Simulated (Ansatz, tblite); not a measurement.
**The cluster ZrGe₁₀: rung by rung**

One table from this session's results is given with a row withheld; the runs are named, their logs left out.

Program: Ansatz 0.2.0, Gaussian basis. Level of theory: as each input shows. These are calculated values, not measurements.

Plan: GFN1-xTB, GFN2-xTB, PBE-D4/def2-TZVP, r2SCAN-D4/def2-TZVP, CAM-B3LYP-D4/def2-TZVP, PBE-D4/def2-SVP, PBE0-D4/def2-SVP, MP2/def2-TZVP, RPA/def2-TZVP.

2 further runs of the same task are left out: 2 set aside as unsound or not needed. Runs told in other sessions of the task aren't counted.

**The structure**

The geometry is that of the singlet, from an earlier relaxation (r2SCAN-D4/def2-SVP). At that level it is the lowest of the isomers that a small search found.

11 atoms, charge 0, spin multiplicity 1.

Bond lengths: Zr1–Ge2 2.739 Å, Zr1–Ge3 3.114 Å, Zr1–Ge4 3.010 Å, Zr1–Ge5 2.757 Å, Zr1–Ge6 3.094 Å, Zr1–Ge7 2.975 Å, Zr1–Ge8 3.229 Å, Zr1–Ge9 2.732 Å, Zr1–Ge10 2.729 Å, Zr1–Ge11 3.376 Å, Ge2–Ge7 2.684 Å, Ge2–Ge11 2.504 Å, Ge3–Ge5 2.468 Å, Ge3–Ge8 2.592 Å, Ge3–Ge10 2.471 Å, Ge4–Ge7 2.689 Å, Ge4–Ge8 2.594 Å, Ge4–Ge11 2.579 Å and more. Angles: Ge2–Zr1–Ge3 120.5°, Ge2–Zr1–Ge4 61.2°, Ge2–Zr1–Ge5 156.0°, Ge2–Zr1–Ge6 112.4°, Ge2–Zr1–Ge7 55.8°, Ge2–Zr1–Ge8 97.5°, Ge2–Zr1–Ge9 75.4°, Ge2–Zr1–Ge10 92.7°, Ge2–Zr1–Ge11 46.9°, Ge3–Zr1–Ge4 60.3°, Ge3–Zr1–Ge5 49.2°, Ge3–Zr1–Ge6 82.5°, Ge3–Zr1–Ge7 95.5°, Ge3–Zr1–Ge8 48.2°, Ge3–Zr1–Ge9 130.3°, Ge3–Zr1–Ge10 49.5°, Ge3–Zr1–Ge11 84.6°, Ge4–Zr1–Ge5 101.1° and more.

Zr takes a core potential in the def2 sets. No spin-orbit coupling is included.

PBE0-D4/def2-TZVP was run before; its log isn't repeated, and its numbers join the tables.

The first run:

Tight binding, by tblite at 300 K electronic temperature and without a spin-polarisation term:

```python
tblite.interface.Calculator('GFN1-xTB', numbers, positions, charge=0, uhf=0).singlepoint()
```

Tight binding, by tblite at 300 K electronic temperature and without a spin-polarisation term:

```python
tblite.interface.Calculator('GFN2-xTB', numbers, positions, charge=0, uhf=0).singlepoint()
```

start.molden holds the orbitals of an earlier run on this state, given as this run's starting guess.

Contents of in.yaml:

```yaml
crystal:
  periodic: [false, false, false]
  atoms:
    - {symbol: Zr, position_ang: [1.107469, 0.089585, -0.473853]}
    - {symbol: Ge, position_ang: [0.208275, -2.311669, -1.436261]}
    - {symbol: Ge, position_ang: [-0.860819, 2.470395, -0.079465]}
    - {symbol: Ge, position_ang: [-1.859241, -0.382636, -0.656035]}
    - {symbol: Ge, position_ang: [1.200173, 2.233774, 1.256637]}
    - {symbol: Ge, position_ang: [1.183698, 0.165186, 2.617797]}
    - {symbol: Ge, position_ang: [-0.479966, -1.858981, 1.118072]}
    - {symbol: Ge, position_ang: [-1.254773, 0.597478, 1.667824]}
    - {symbol: Ge, position_ang: [2.028545, -1.759012, 1.314858]}
    - {symbol: Ge, position_ang: [-0.345867, 1.508806, -2.296973]}
    - {symbol: Ge, position_ang: [-0.927503, -0.752925, -3.032601]}
basis:
  gaussian: {orbitals: def2-TZVP, fitting: {mean_field: def2-universal-jkfit}, initial_orbitals: start.molden}
hamiltonian: {xc: pbe, dispersion: d4}
scf: {omitted_lower_state_checks: [starts]}
output: {forces: true, orbitals: {seedname: orbitals}}
```

On the command line:

```console
$ ansatz run in.yaml --threads 2 --pin off --events-out ev --progress --plain --max-ram 32768MiB --backend cuda --devices 0, --max-vram 18GiB
```

Steps of the session up to this table: PBE-D4/def2-TZVP; r2SCAN-D4/def2-TZVP; CAM-B3LYP-D4/def2-TZVP; PBE-D4/def2-SVP; PBE0-D4/def2-SVP; MP2/def2-TZVP; RPA/def2-TZVP.

One of the session's tables, all rows but one given; the rest of the session is left out.

It belongs to the step «Binding energy». 

| level | binding an atom (eV) |
| --- | --- |
| HF/def2-TZVP | 1.497 |
| PBE0-D4/def2-SVP | 3.402 |
| PBE0-D4/def2-TZVP | 3.439 |
| CAM-B3LYP-D4/def2-TZVP | 3.030 |
| MP2/def2-TZVP | ? |

**Question.** Estimate the row for MP2/def2-TZVP.

The run gave: binding an atom (eV): 3.895. In the column «binding an atom (eV)» it is the highest.

Limits of these values: Free atoms were run apart at each level; binding is atoms less cluster, divided by the number of atoms, without zero-point or spin-orbit terms.
